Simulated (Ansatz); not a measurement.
Crystal: Hf2Pd2Se2Br2O3.

```
Hf Pd Se Br O
1.0
     5.60663   -0.09346   -0.01409
     1.61393    5.33512    0.00251
     1.36916    1.91529    8.31543
Hf Pd Se Br O
2 2 2 2 3
Direct
  0.23317 0.65161 0.02284
  0.76683 0.34839 0.97716
  0.00000 0.50000 0.50000
  0.00000 0.00000 0.50000
  0.02419 0.33917 0.25331
  0.97581 0.66083 0.74669
  0.50000 0.50000 0.50000
  0.50000 0.00000 0.50000
  0.44792 0.35724 0.92101
  0.55208 0.64276 0.07899
  0.00000 0.00000 0.00000
```

The cell was built by a generator and needn't be a form met in nature.

Base run:

| Property | Result |
| --- | --- |
| Program | Ansatz 0.2.0 |
| Functional | PBE |
| Potentials or basis | Ansatz PAW |
| Cutoff | 420 eV (not typed: the program's choice for these potentials) |
| k mesh | 5 × 5 × 4 |
| Occupations | fermi-dirac, width 0.05 eV |
| Spin | no spin polarisation |
| Hubbard terms | Hf d U = 2 eV, Pd d U = 2 eV |

Its results: band gap on the k mesh none (metal or under the smearing width); pressure 0.7 GPa; largest force 0.183 eV/Å.

Task: The run is repeated on the same cell with these changes: hubbard terms from Hf d U = 2 eV, Pd d U = 2 eV to none; hubbard projectors from ortho-atomic (the default) to none. What comes out?

Result: Band gap on the k mesh none (metal or under the smearing width); pressure -0.1 GPa; largest force 0.036 eV/Å.

Caveats: U without spin polarisation on a metal has little footing (some runs).
